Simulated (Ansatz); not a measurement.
**Alloy of CdTe and MgTe (24 of 32 Cd sites exchanged), 64 atoms**

Wanted: the relaxed alloy cell and its gap (PBEsol and HSE06).

All numbers are computed with Ansatz 0.2.0 (PAW, plane waves).

### 1 The system as built

64 atoms (24 Mg, 8 Cd, 32 Te); a = 12.903 Å, b = 12.903 Å, c = 12.903 Å, α = 90.00°, β = 90.00°, γ = 90.00°. All atoms were shaken off their sites by about 0.02 Å along each axis; atoms next to an added one may be pushed further to make room.

Steps to follow: (2) PBEsol cell relaxation at the single k point (¼, ¼, ¼), on 1 × NVIDIA GB200 with 8 threads of Arm Neoverse-V2; (3) HSE06 single point at the Γ point alone, on 1 × NVIDIA GB200 with 8 threads of Arm Neoverse-V2.

### 2 PBEsol relaxation of the cell and the positions

in.yaml reads:

```yaml
crystal:
  lattice:
    - [12.902852, 0.000000, 0.000000]
    - [0.000000, 12.902852, 0.000000]
    - [0.000000, 0.000000, 12.902852]
  atoms:
    - { symbol: Mg, position: [0.001854, 0.001878, 0.000614] }
    - { symbol: Mg, position: [0.002080, 0.000391, 0.500873] }
    - { symbol: Mg, position: [0.002705, 0.501045, 0.498397] }
    - { symbol: Mg, position: [0.502038, 0.001131, 0.999643] }
    - { symbol: Mg, position: [0.502202, 0.999761, 0.500512] }
    - { symbol: Mg, position: [0.500987, 0.498884, 0.001051] }
    - { symbol: Mg, position: [0.501045, 0.499231, 0.499587] }
    - { symbol: Mg, position: [0.248717, 0.251206, 0.001151] }
    - { symbol: Mg, position: [0.252234, 0.751538, 0.500393] }
    - { symbol: Mg, position: [0.750476, 0.252308, 0.999214] }
    - { symbol: Mg, position: [0.751302, 0.248707, 0.499729] }
    - { symbol: Mg, position: [0.750057, 0.749831, 0.000740] }
    - { symbol: Mg, position: [0.249322, 0.998598, 0.249185] }
    - { symbol: Mg, position: [0.249237, 0.498561, 0.250016] }
    - { symbol: Mg, position: [0.249639, 0.501051, 0.751621] }
    - { symbol: Mg, position: [0.751452, 0.999315, 0.750966] }
    - { symbol: Mg, position: [0.750227, 0.499261, 0.250248] }
    - { symbol: Mg, position: [0.748555, 0.497196, 0.750545] }
    - { symbol: Mg, position: [0.000923, 0.250465, 0.249643] }
    - { symbol: Mg, position: [0.998396, 0.249587, 0.751195] }
    - { symbol: Mg, position: [0.997815, 0.750289, 0.251539] }
    - { symbol: Mg, position: [0.500058, 0.250147, 0.248811] }
    - { symbol: Mg, position: [0.500452, 0.252047, 0.749194] }
    - { symbol: Mg, position: [0.497762, 0.747832, 0.751282] }
    - { symbol: Cd, position: [0.999068, 0.498841, 0.000377] }
    - { symbol: Cd, position: [0.248718, 0.252475, 0.500527] }
    - { symbol: Cd, position: [0.252657, 0.750942, 0.999041] }
    - { symbol: Cd, position: [0.748397, 0.751592, 0.496939] }
    - { symbol: Cd, position: [0.248024, 0.996582, 0.751025] }
    - { symbol: Cd, position: [0.751213, 0.999024, 0.246544] }
    - { symbol: Cd, position: [0.998656, 0.749879, 0.748276] }
    - { symbol: Cd, position: [0.499820, 0.748562, 0.247738] }
    - { symbol: Te, position: [0.125207, 0.123915, 0.125195] }
    - { symbol: Te, position: [0.122947, 0.128461, 0.624283] }
    - { symbol: Te, position: [0.124358, 0.625317, 0.124864] }
    - { symbol: Te, position: [0.124277, 0.624043, 0.623004] }
    - { symbol: Te, position: [0.623663, 0.127094, 0.123660] }
    - { symbol: Te, position: [0.624701, 0.123501, 0.628170] }
    - { symbol: Te, position: [0.624923, 0.625527, 0.125894] }
    - { symbol: Te, position: [0.623927, 0.628684, 0.623558] }
    - { symbol: Te, position: [0.374828, 0.375602, 0.128216] }
    - { symbol: Te, position: [0.371904, 0.376380, 0.626001] }
    - { symbol: Te, position: [0.377092, 0.877556, 0.126423] }
    - { symbol: Te, position: [0.372800, 0.876542, 0.623084] }
    - { symbol: Te, position: [0.876192, 0.377431, 0.125373] }
    - { symbol: Te, position: [0.873257, 0.374176, 0.624465] }
    - { symbol: Te, position: [0.876892, 0.876372, 0.125567] }
    - { symbol: Te, position: [0.872603, 0.873677, 0.624258] }
    - { symbol: Te, position: [0.376614, 0.126195, 0.377472] }
    - { symbol: Te, position: [0.375744, 0.125025, 0.874704] }
    - { symbol: Te, position: [0.374463, 0.622742, 0.372766] }
    - { symbol: Te, position: [0.377003, 0.623847, 0.874361] }
    - { symbol: Te, position: [0.876997, 0.125590, 0.375200] }
    - { symbol: Te, position: [0.874774, 0.123881, 0.875149] }
    - { symbol: Te, position: [0.873376, 0.623107, 0.376062] }
    - { symbol: Te, position: [0.874274, 0.622978, 0.875645] }
    - { symbol: Te, position: [0.125558, 0.377917, 0.374646] }
    - { symbol: Te, position: [0.124716, 0.377078, 0.874694] }
    - { symbol: Te, position: [0.124865, 0.877064, 0.377792] }
    - { symbol: Te, position: [0.125941, 0.873966, 0.876190] }
    - { symbol: Te, position: [0.623121, 0.371668, 0.375451] }
    - { symbol: Te, position: [0.627825, 0.372163, 0.873651] }
    - { symbol: Te, position: [0.623157, 0.874029, 0.373559] }
    - { symbol: Te, position: [0.622802, 0.873734, 0.873244] }
  symmetry: { detect: false }
kpoints:
  mp_grid: { grid: [1, 1, 1], shift: [0.25, 0.25, 0.25] }
hamiltonian:
  xc: pbesol
scf:
  occupations: { method: fermi_dirac, width: 0.01 }
relax:
  f_tol: 0.03
  max_steps: 80
  escape_saddle: false
  adjacent_minimum: "off"
  cell: { fix: [shape] }
output:
  forces: true
  eigenvalues: true
  populations: true
```

On the command line:

```bash
ansatz run in.yaml --threads 8 --pin off --max-ram 118750MiB --runs-dir r --events-out ev --progress --plain --backend cuda --devices 0, --max-vram 170GiB
```

After this run come: HSE06 on the final geometry.

**Question.** What will these runs give? Wanted: for each run, top filled to lowest empty.

The runs gave:

```
             level         time   k points  top filled to lowest empty (eV)
PBEsol, relaxation  5.5 s (GPU)  (¼, ¼, ¼)                             2.55
             HSE06   43 s (GPU)          Γ                             2.77
```

| quantity | value |
| --- | --- |
| relaxation | 4 recorded steps, 0.21 eV gained |
| largest shift | 0.07 Å (Te48 and others alike) |
| relaxed cell | a = 12.902 Å, b = 12.902 Å, c = 12.902 Å, α = 90.00°, β = 90.00°, γ = 90.00° |
| mean bonds | Cd–Te 2.812, Mg–Te 2.787 Å |

**Reading.** Relaxation gains 0.21 eV, with shifts up to 0.07 Å (Te48 and others alike), while the volume changes by -0.0 %. Part of this undoes the random shake of the start. The mean lengths differ by only 0.02 Å, over all coordinations together. The relaxation ran on other k points, so part of any difference from the later rows can come from the mesh. Spin–orbit coupling is left out, which matters for the band edges of the heavier elements here. With one k point the spacing samples only the states that fold onto it, so it can exceed the gap over the zone.
